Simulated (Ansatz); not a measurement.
# Cl2FIn: two geometries relaxed

All numbers below are computed with Ansatz 0.2.0 (RKS r2SCAN-D4/def2-SVP).

## (1) The structure to begin with

Bond lengths: F1–In2 2.049 Å, In2–Cl3 2.519 Å, In2–Cl4 2.330 Å. Angles: F1–In2–Cl3 97.3°, F1–In2–Cl4 102.2°, Cl3–In2–Cl4 145.5°.

As a file:

```xyz
4

F     0.3061    0.9396    1.4505
In   -0.3276   -0.2681   -0.0787
Cl    1.5262   -1.9677    0.0679
Cl   -1.4492    1.2359   -1.4600
```

## (2) End point A

Contents of input.yaml:

```yaml
crystal:
  periodic: [false, false, false]
  atoms:
    - { symbol: F, position_ang: [0.3061, 0.9396, 1.4505] }
    - { symbol: In, position_ang: [-0.3276, -0.2681, -0.0787] }
    - { symbol: Cl, position_ang: [1.5262, -1.9677, 0.0679] }
    - { symbol: Cl, position_ang: [-1.4492, 1.2359, -1.46] }
basis:
  gaussian: { orbitals: def2-SVP }
hamiltonian:
  xc: r2scan
  dispersion: d4
relax:
  f_tol: 0.015
  max_steps: 40
```

On the command line:

```bash
$ ansatz run input.yaml --threads 1 --pin off --max-ram 2048MiB --backend cpu --events-out ev --progress --plain --runs-dir out
```

**Question.** How long does this run take on 1 thread of an Arm CPU, shared host, and how much memory does it need?

About 35 s, with a peak of 0.14 GiB.
